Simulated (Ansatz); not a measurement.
# HfGa26P27: the cost of one run

Program: Ansatz 0.2.0. Level of theory: DFT, PBE, plane-wave PAW, default files, scalar-relativistic, as far as a step names no other. These are calculated values, not measurements.

## 1. The starting structure

Symmetry: F-43m, No. 216, cubic system. Conventional cell: a = 16.352 Å, b = 16.352 Å, c = 16.352 Å, α = 90.00°, β = 90.00°, γ = 90.00°. Around Hf (site symmetry -43m) lie 4 P at 2.36 Å. Ga (site symmetry m) is surrounded by 4 P at 2.36 Å. Ga (site symmetry 3m) is surrounded by 4 P at 2.36 Å. Ga (site symmetry 2mm) is surrounded by 4 P at 2.36 Å. P (site symmetry 3m) has 1 Hf at 2.36 Å and 3 Ga at 2.36 Å as nearest neighbours. P (site symmetry 2mm) is surrounded by 4 Ga at 2.36 Å. P (site symmetry m) is surrounded by 4 Ga at 2.36 Å. Only part of the 10 independent sites is listed.

Coordinates:

```
Hf Ga P
1.0
     0.00000    8.17575    8.17575
     8.17575    0.00000    8.17575
     8.17575    8.17575    0.00000
Hf Ga P
1 26 27
Direct
  0.00000 0.00000 0.00000
  0.00000 0.00000 0.33333
  0.00000 0.00000 0.66667
  0.00000 0.33333 0.00000
  0.00000 0.33333 0.33333
  0.00000 0.33333 0.66667
  0.00000 0.66667 0.00000
  0.00000 0.66667 0.33333
  0.00000 0.66667 0.66667
  0.33333 0.00000 0.00000
  0.33333 0.00000 0.33333
  0.33333 0.00000 0.66667
  0.33333 0.33333 0.00000
  0.33333 0.33333 0.33333
  0.33333 0.33333 0.66667
  0.33333 0.66667 0.00000
  0.33333 0.66667 0.33333
  0.33333 0.66667 0.66667
  0.66667 0.00000 0.00000
  0.66667 0.00000 0.33333
  0.66667 0.00000 0.66667
  0.66667 0.33333 0.00000
  0.66667 0.33333 0.33333
  0.66667 0.33333 0.66667
  0.66667 0.66667 0.00000
  0.66667 0.66667 0.33333
  0.66667 0.66667 0.66667
  0.08333 0.08333 0.08333
  0.08333 0.08333 0.41667
  0.08333 0.08333 0.75000
  0.08333 0.41667 0.08333
  0.08333 0.41667 0.41667
  0.08333 0.41667 0.75000
  0.08333 0.75000 0.08333
  0.08333 0.75000 0.41667
  0.08333 0.75000 0.75000
  0.41667 0.08333 0.08333
  0.41667 0.08333 0.41667
  0.41667 0.08333 0.75000
  0.41667 0.41667 0.08333
  0.41667 0.41667 0.41667
  0.41667 0.41667 0.75000
  0.41667 0.75000 0.08333
  0.41667 0.75000 0.41667
  0.41667 0.75000 0.75000
  0.75000 0.08333 0.08333
  0.75000 0.08333 0.41667
  0.75000 0.08333 0.75000
  0.75000 0.41667 0.08333
  0.75000 0.41667 0.41667
  0.75000 0.41667 0.75000
  0.75000 0.75000 0.08333
  0.75000 0.75000 0.41667
  0.75000 0.75000 0.75000
```

Atom 1 of the input is the impurity.

## 2. Single point at the given positions

The input, input.yaml:

```yaml
crystal:
  lattice:
    - [0.0, 8.17575, 8.17575]
    - [8.17575, 0.0, 8.17575]
    - [8.17575, 8.17575, 0.0]
  atoms:
    - { symbol: Hf, position: [0.0, 0.0, 0.0] }
    - { symbol: Ga, position: [0.0, 0.0, 0.3333333333] }
    - { symbol: Ga, position: [0.0, 0.0, 0.6666666667] }
    - { symbol: Ga, position: [0.0, 0.3333333333, 0.0] }
    - { symbol: Ga, position: [0.0, 0.3333333333, 0.3333333333] }
    - { symbol: Ga, position: [0.0, 0.3333333333, 0.6666666667] }
    - { symbol: Ga, position: [0.0, 0.6666666667, 0.0] }
    - { symbol: Ga, position: [0.0, 0.6666666667, 0.3333333333] }
    - { symbol: Ga, position: [0.0, 0.6666666667, 0.6666666667] }
    - { symbol: Ga, position: [0.3333333333, 0.0, 0.0] }
    - { symbol: Ga, position: [0.3333333333, 0.0, 0.3333333333] }
    - { symbol: Ga, position: [0.3333333333, 0.0, 0.6666666667] }
    - { symbol: Ga, position: [0.3333333333, 0.3333333333, 0.0] }
    - { symbol: Ga, position: [0.3333333333, 0.3333333333, 0.3333333333] }
    - { symbol: Ga, position: [0.3333333333, 0.3333333333, 0.6666666667] }
    - { symbol: Ga, position: [0.3333333333, 0.6666666667, 0.0] }
    - { symbol: Ga, position: [0.3333333333, 0.6666666667, 0.3333333333] }
    - { symbol: Ga, position: [0.3333333333, 0.6666666667, 0.6666666667] }
    - { symbol: Ga, position: [0.6666666667, 0.0, 0.0] }
    - { symbol: Ga, position: [0.6666666667, 0.0, 0.3333333333] }
    - { symbol: Ga, position: [0.6666666667, 0.0, 0.6666666667] }
    - { symbol: Ga, position: [0.6666666667, 0.3333333333, 0.0] }
    - { symbol: Ga, position: [0.6666666667, 0.3333333333, 0.3333333333] }
    - { symbol: Ga, position: [0.6666666667, 0.3333333333, 0.6666666667] }
    - { symbol: Ga, position: [0.6666666667, 0.6666666667, 0.0] }
    - { symbol: Ga, position: [0.6666666667, 0.6666666667, 0.3333333333] }
    - { symbol: Ga, position: [0.6666666667, 0.6666666667, 0.6666666667] }
    - { symbol: P, position: [0.0833333333, 0.0833333333, 0.0833333333] }
    - { symbol: P, position: [0.0833333333, 0.0833333333, 0.4166666667] }
    - { symbol: P, position: [0.0833333333, 0.0833333333, 0.75] }
    - { symbol: P, position: [0.0833333333, 0.4166666667, 0.0833333333] }
    - { symbol: P, position: [0.0833333333, 0.4166666667, 0.4166666667] }
    - { symbol: P, position: [0.0833333333, 0.4166666667, 0.75] }
    - { symbol: P, position: [0.0833333333, 0.75, 0.0833333333] }
    - { symbol: P, position: [0.0833333333, 0.75, 0.4166666667] }
    - { symbol: P, position: [0.0833333333, 0.75, 0.75] }
    - { symbol: P, position: [0.4166666667, 0.0833333333, 0.0833333333] }
    - { symbol: P, position: [0.4166666667, 0.0833333333, 0.4166666667] }
    - { symbol: P, position: [0.4166666667, 0.0833333333, 0.75] }
    - { symbol: P, position: [0.4166666667, 0.4166666667, 0.0833333333] }
    - { symbol: P, position: [0.4166666667, 0.4166666667, 0.4166666667] }
    - { symbol: P, position: [0.4166666667, 0.4166666667, 0.75] }
    - { symbol: P, position: [0.4166666667, 0.75, 0.0833333333] }
    - { symbol: P, position: [0.4166666667, 0.75, 0.4166666667] }
    - { symbol: P, position: [0.4166666667, 0.75, 0.75] }
    - { symbol: P, position: [0.75, 0.0833333333, 0.0833333333] }
    - { symbol: P, position: [0.75, 0.0833333333, 0.4166666667] }
    - { symbol: P, position: [0.75, 0.0833333333, 0.75] }
    - { symbol: P, position: [0.75, 0.4166666667, 0.0833333333] }
    - { symbol: P, position: [0.75, 0.4166666667, 0.4166666667] }
    - { symbol: P, position: [0.75, 0.4166666667, 0.75] }
    - { symbol: P, position: [0.75, 0.75, 0.0833333333] }
    - { symbol: P, position: [0.75, 0.75, 0.4166666667] }
    - { symbol: P, position: [0.75, 0.75, 0.75] }
total_charge: 1
kpoints:
  mp_grid: { grid: [2, 2, 2] }
scf:
  occupations: { method: fermi_dirac, width: 0.01 }
hamiltonian:
  xc: pbe
  pseudopotentials: { kind: paw }
output:
  forces: true
  stress: true
  populations: true
  efg:
    quadrupole_moments_barn: { Hf: 3.365, Ga: 0.107 }
    contact_densities: true
  write_density: true
  write_potential: true
  elf: true
  volumetric_format: npy
```

Launch:

```sh
> ansatz run input.yaml --threads 4 --pin off --max-ram 8192MiB --backend cpu --events-out ev --progress --plain --runs-dir out
```

**Question.** How long does this run take on 4 threads of Arm Neoverse V2, shared host, and how much memory does it need?

About 37 s, with a peak of 4.8 GiB.
